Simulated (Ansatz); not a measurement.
# CH₂Ge+ (doublet): the correlation ladder, cc-pVTZ

Aim: climb from Hartree-Fock through coupled cluster and multireference methods for CH₂Ge+ (doublet) at one geometry and basis, and see what each rung misses.

Program: Ansatz 0.2.0, Gaussian basis. Level of theory: cc-pVTZ, core rule «outside noble gas», up to 15 orbitals frozen. These are calculated values, not measurements.

Plan: UHF; CCSD(T) on ROHF; CCSD(T) on UHF; BCCD(T) on ROHF; CCSDT(Q) on ROHF; CCSDT(Q) on UHF; CASSCF and MRCISD+Q, 9 electrons in 10 orbitals; CASSCF and NEVPT2, 9 electrons in 10 orbitals.

2 further runs of the same task are left out: 2 set aside as unsound or not needed.

## 1. The geometry

The geometry is a PBE0/def2-TZVP stationary point (not a proven minimum) of the parent state, kept for this charge and spin. No spin-orbit coupling is included. The filled d shell of Ge may be among the frozen orbitals whatever the setting's name suggests; the logs give the count.

4 atoms, charge 1, spin multiplicity 2.

Atoms are counted from 1 here; the program's logs count them from 0.

Bond lengths: Ge1–C2 1.701 Å, Ge1–H3 1.526 Å, C2–H4 1.081 Å. Angles: C2–Ge1–H3 129.6°, Ge1–C2–H4 146.3°.

As a file:

| atom | x (Å) | y (Å) | z (Å) |
| --- | --- | --- | --- |
| Ge1 | 0.0000 | -0.0424 | 0.2511 |
| C2 | 0.0000 | 0.1965 | -1.4326 |
| H3 | 0.0000 | 0.9843 | 1.3795 |
| H4 | 0.0000 | -0.2702 | -2.4076 |

## 2. UHF

The input, in.yaml:

```yaml
crystal:
  periodic: [false, false, false]
  atoms:
    - {symbol: Ge, position_ang: [0.000000, -0.042396, 0.251137]}
    - {symbol: C, position_ang: [0.000000, 0.196479, -1.432580]}
    - {symbol: H, position_ang: [0.000000, 0.984283, 1.379496]}
    - {symbol: H, position_ang: [0.000000, -0.270164, -2.407607]}
basis:
  gaussian: {orbitals: cc-pVTZ}
total_charge: 1
magnetization: {spin_polarized: true, initial_magnetization: 1}
hamiltonian: {xc: hf}
output: {orbitals: {seedname: orbitals}}
```

Run with:

```console
$ ansatz run in.yaml --threads 1 --pin off --events-out ev --progress --plain --max-ram 4096MiB --backend cpu
```

The runs that follow: CCSD(T) on ROHF; CCSD(T) on UHF; BCCD(T) on ROHF; CCSDT(Q) on ROHF; CCSDT(Q) on UHF; CASSCF and MRCISD+Q, 9 electrons in 10 orbitals; CASSCF and NEVPT2, 9 electrons in 10 orbitals.

Q: Predict the results of all the runs planned. Wanted: RCCSDT(Q) below the RHF energy; RMP2 from RCCSDT(Q); UMP2 from RCCSDT(Q); RCCSD from RCCSDT(Q); RCCSD(T) from RCCSDT(Q); UCCSD(T) from RCCSDT(Q); UCCSDT(Q) from RCCSDT(Q); NEVPT2 valence from RCCSDT(Q); MRCISD+Q valence from RCCSDT(Q).

The runs gave:

| quantity | value |
| --- | --- |
| RCCSDT(Q) below the RHF energy | -7.2967 eV |
| RMP2 from RCCSDT(Q) | +28.66 kcal/mol |
| UMP2 from RCCSDT(Q) | +37.43 kcal/mol |
| RCCSD from RCCSDT(Q) | +9.90 kcal/mol |
| RCCSD(T) from RCCSDT(Q) | +1.49 kcal/mol |
| UCCSD(T) from RCCSDT(Q) | +3.21 kcal/mol |
| UCCSDT(Q) from RCCSDT(Q) | -0.03 kcal/mol |
| NEVPT2 valence from RCCSDT(Q) | +19.01 kcal/mol |
| MRCISD+Q valence from RCCSDT(Q) | +0.53 kcal/mol |
| levels within 1 kcal/mol (43 meV) | RCCSDT, UCCSDT, UCCSDT(Q), MRCISD+Q valence |
| T1 diagnostic | 0.038 |
| effectively unpaired electrons | 1.19 |

In words: RCCSD(T) misses by +1.49 kcal/mol, 0.9 % of the correlation energy. CCSD(T) misses by +1.49 kcal/mol on the restricted determinant and by +3.21 kcal/mol on the unrestricted one; the two need not hold the same state or core. One determinant dominates. Of the multireference levels listed MRCISD+Q valence comes nearest in total energy (+0.53 kcal/mol), which doesn't show that its space is the better one. These misses are within one basis, not against nature; the frozen cores of restricted and unrestricted runs differ, which can shift their rows.
